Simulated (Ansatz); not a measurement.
# HfGa2Te3: the cost of one run

Program: Ansatz 0.2.0. Level of theory: DFT PBE, scalar-relativistic, plane waves, PAW. These are calculated values, not measurements.

**1. The structure to begin with**

It takes space group R-3m (No. 166, trigonal). The conventional cell has a = 6.261 Å, b = 6.261 Å, c = 14.787 Å, α = 90.00°, β = 90.00°, γ = 120.00°. Hf (site symmetry -3m) is surrounded by 6 Te at 3.06 Å. Ga (site symmetry 3m) is surrounded by 9 Te at 3.56 to 3.64 Å and 3 Hf at 3.66 Å and 4 Ga at 3.72 to 3.81 Å. Te (site symmetry 2/m) has 2 Hf at 3.06 Å and 4 Te at 3.13 Å and 6 Ga at 3.56 to 3.64 Å as nearest neighbours.

Coordinates:

```cif
data_structure
_symmetry_space_group_name_H-M 'R-3m:H'
_symmetry_Int_Tables_number 166
_cell_length_a 6.2606
_cell_length_b 6.2606
_cell_length_c 14.7869
_cell_angle_alpha 90.000
_cell_angle_beta 90.000
_cell_angle_gamma 120.000
_cell_volume 501.93
loop_
_atom_site_label
_atom_site_type_symbol
_atom_site_symmetry_multiplicity
_atom_site_Wyckoff_symbol
_atom_site_fract_x
_atom_site_fract_y
_atom_site_fract_z
_atom_site_occupancy
Hf1 Hf 3 a 0.00000 0.00000 0.00000 1
Ga1 Ga 6 c 0.33333 0.66667 0.29239 1
Te1 Te 9 d 0.83333 0.16667 0.16667 1
```

A structure generator made this guess: species swapped into a database cell of Tb2Al3Fe (R-3m, No. 166), with Ga on the Tb sites, Te on the Al sites and Hf on the Fe sites. Its size is a rough estimate.

**2. A first look at the guess**

The input, input.yaml:

```yaml
crystal:
  lattice:
    - [3.13030817, 1.80728427, 4.92896079]
    - [-3.13030817, 1.80728427, 4.92896079]
    - [0.0, -3.61456853, 4.92896079]
  atoms:
    - { symbol: Hf, position: [0.0, 0.0, 0.0] }
    - { symbol: Ga, position: [0.62571901, 0.62571901, 0.62571901] }
    - { symbol: Ga, position: [0.37428099, 0.37428099, 0.37428099] }
    - { symbol: Te, position: [0.0, 0.5, 0.0] }
    - { symbol: Te, position: [0.5, 0.0, 0.0] }
    - { symbol: Te, position: [0.0, 0.0, 0.5] }
basis:
  ecutwfc: 420
kpoints:
  mp_grid: { grid: [3, 3, 3] }
hamiltonian:
  xc: pbe
scf:
  occupations: { method: gaussian, width: 0.1 }
  lower_state_search: "off"
output:
  forces: true
  stress: true
  eigenvalues: true
```

The run is started by

```
$ ansatz run input.yaml --threads 1 --pin off --max-ram 2560MiB --backend cpu --events-out ev --progress --plain --runs-dir out
```

Q: Estimate wall time and peak memory on 1 thread of Intel Xeon at 2.50GHz (Skylake/Cascade Lake), shared host.

About 11 s, with a peak of 0.49 GiB.
